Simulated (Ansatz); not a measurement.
# PtS2: the cost of one run

Method: DFT PBE, scalar-relativistic, plane waves, PAW, in Ansatz 0.2.0.

## Step 1: The system as given

It takes space group P-3m1 (No. 164, trigonal). The conventional cell has a = 3.543 Å, b = 3.543 Å, c = 5.039 Å, α = 90.00°, β = 90.00°, γ = 120.00°. Pt (site symmetry -3m) is surrounded by 6 S at 2.34 Å. S (site symmetry 3m) has 3 Pt at 2.34 Å as nearest neighbours.

As a file:

```
Pt S
1.0
    10.62960    0.00000    0.00000
    -5.31480    9.20550    0.00000
     0.00000    0.00000   10.07760
Pt S
18 36
Direct
  0.00000 0.00000 0.00000
  0.00000 0.00000 0.50000
  0.00000 0.33333 0.00000
  0.00000 0.33333 0.50000
  0.00000 0.66667 0.00000
  0.00000 0.66667 0.50000
  0.33333 0.00000 0.00000
  0.33333 0.00000 0.50000
  0.33333 0.33333 0.00000
  0.33333 0.33333 0.50000
  0.33333 0.66667 0.00000
  0.33333 0.66667 0.50000
  0.66667 0.00000 0.00000
  0.66667 0.00000 0.50000
  0.66667 0.33333 0.00000
  0.66667 0.33333 0.50000
  0.66667 0.66667 0.00000
  0.66667 0.66667 0.50000
  0.11111 0.22222 0.11350
  0.11111 0.22222 0.61350
  0.11111 0.55556 0.11350
  0.11111 0.55556 0.61350
  0.11111 0.88889 0.11350
  0.11111 0.88889 0.61350
  0.44444 0.22222 0.11350
  0.44444 0.22222 0.61350
  0.44444 0.55556 0.11350
  0.44444 0.55556 0.61350
  0.44444 0.88889 0.11350
  0.44444 0.88889 0.61350
  0.77778 0.22222 0.11350
  0.77778 0.22222 0.61350
  0.77778 0.55556 0.11350
  0.77778 0.55556 0.61350
  0.77778 0.88889 0.11350
  0.77778 0.88889 0.61350
  0.22222 0.11111 0.38650
  0.22222 0.11111 0.88650
  0.22222 0.44444 0.38650
  0.22222 0.44444 0.88650
  0.22222 0.77778 0.38650
  0.22222 0.77778 0.88650
  0.55556 0.11111 0.38650
  0.55556 0.11111 0.88650
  0.55556 0.44444 0.38650
  0.55556 0.44444 0.88650
  0.55556 0.77778 0.38650
  0.55556 0.77778 0.88650
  0.88889 0.11111 0.38650
  0.88889 0.11111 0.88650
  0.88889 0.44444 0.38650
  0.88889 0.44444 0.88650
  0.88889 0.77778 0.38650
  0.88889 0.77778 0.88650
```

The runs take a perfect supercell of 54 atoms; the defect goes to fractional position (0.083, 0.500, 0.333).

## Step 2: The perfect supercell

Contents of input.yaml:

```yaml
crystal:
  lattice:
    - [10.6296, 0.0, 0.0]
    - [-5.3148, 9.205504, 0.0]
    - [0.0, 0.0, 10.0776]
  atoms:
    - { symbol: Pt, position: [0.0, 0.0, 0.0] }
    - { symbol: Pt, position: [0.0, 0.0, 0.5] }
    - { symbol: Pt, position: [0.0, 0.333333, 0.0] }
    - { symbol: Pt, position: [0.0, 0.333333, 0.5] }
    - { symbol: Pt, position: [0.0, 0.666667, 0.0] }
    - { symbol: Pt, position: [0.0, 0.666667, 0.5] }
    - { symbol: Pt, position: [0.333333, 0.0, 0.0] }
    - { symbol: Pt, position: [0.333333, 0.0, 0.5] }
    - { symbol: Pt, position: [0.333333, 0.333333, 0.0] }
    - { symbol: Pt, position: [0.333333, 0.333333, 0.5] }
    - { symbol: Pt, position: [0.333333, 0.666667, 0.0] }
    - { symbol: Pt, position: [0.333333, 0.666667, 0.5] }
    - { symbol: Pt, position: [0.666667, 0.0, 0.0] }
    - { symbol: Pt, position: [0.666667, 0.0, 0.5] }
    - { symbol: Pt, position: [0.666667, 0.333333, 0.0] }
    - { symbol: Pt, position: [0.666667, 0.333333, 0.5] }
    - { symbol: Pt, position: [0.666667, 0.666667, 0.0] }
    - { symbol: Pt, position: [0.666667, 0.666667, 0.5] }
    - { symbol: S, position: [0.111111, 0.222222, 0.1135] }
    - { symbol: S, position: [0.111111, 0.222222, 0.6135] }
    - { symbol: S, position: [0.111111, 0.555556, 0.1135] }
    - { symbol: S, position: [0.111111, 0.555556, 0.6135] }
    - { symbol: S, position: [0.111111, 0.888889, 0.1135] }
    - { symbol: S, position: [0.111111, 0.888889, 0.6135] }
    - { symbol: S, position: [0.444444, 0.222222, 0.1135] }
    - { symbol: S, position: [0.444444, 0.222222, 0.6135] }
    - { symbol: S, position: [0.444444, 0.555556, 0.1135] }
    - { symbol: S, position: [0.444444, 0.555556, 0.6135] }
    - { symbol: S, position: [0.444444, 0.888889, 0.1135] }
    - { symbol: S, position: [0.444444, 0.888889, 0.6135] }
    - { symbol: S, position: [0.777778, 0.222222, 0.1135] }
    - { symbol: S, position: [0.777778, 0.222222, 0.6135] }
    - { symbol: S, position: [0.777778, 0.555556, 0.1135] }
    - { symbol: S, position: [0.777778, 0.555556, 0.6135] }
    - { symbol: S, position: [0.777778, 0.888889, 0.1135] }
    - { symbol: S, position: [0.777778, 0.888889, 0.6135] }
    - { symbol: S, position: [0.222222, 0.111111, 0.3865] }
    - { symbol: S, position: [0.222222, 0.111111, 0.8865] }
    - { symbol: S, position: [0.222222, 0.444444, 0.3865] }
    - { symbol: S, position: [0.222222, 0.444444, 0.8865] }
    - { symbol: S, position: [0.222222, 0.777778, 0.3865] }
    - { symbol: S, position: [0.222222, 0.777778, 0.8865] }
    - { symbol: S, position: [0.555556, 0.111111, 0.3865] }
    - { symbol: S, position: [0.555556, 0.111111, 0.8865] }
    - { symbol: S, position: [0.555556, 0.444444, 0.3865] }
    - { symbol: S, position: [0.555556, 0.444444, 0.8865] }
    - { symbol: S, position: [0.555556, 0.777778, 0.3865] }
    - { symbol: S, position: [0.555556, 0.777778, 0.8865] }
    - { symbol: S, position: [0.888889, 0.111111, 0.3865] }
    - { symbol: S, position: [0.888889, 0.111111, 0.8865] }
    - { symbol: S, position: [0.888889, 0.444444, 0.3865] }
    - { symbol: S, position: [0.888889, 0.444444, 0.8865] }
    - { symbol: S, position: [0.888889, 0.777778, 0.3865] }
    - { symbol: S, position: [0.888889, 0.777778, 0.8865] }
basis:
  ecutwfc: 420
  fft_grid_basis: typed
kpoints:
  mp_grid: { grid: [3, 3, 1] }
hamiltonian:
  xc: pbe
  pseudopotentials: { kind: paw }
scf:
  occupations: { method: gaussian, width: 0.05 }
output:
  forces: true
  stress: false
  eigenvalues: true
  bader: false
  write_density: true
  volumetric_format: npy
```

Command:

```sh
$ ansatz run input.yaml --threads 8 --pin off --max-ram 16384MiB --backend cpu --events-out ev --progress --plain --runs-dir out
```

**Question.** How long does this run take on 8 threads of Arm Neoverse V2, shared host, and how much memory does it need?

About 8.6 s, with a peak of 4.1 GiB.
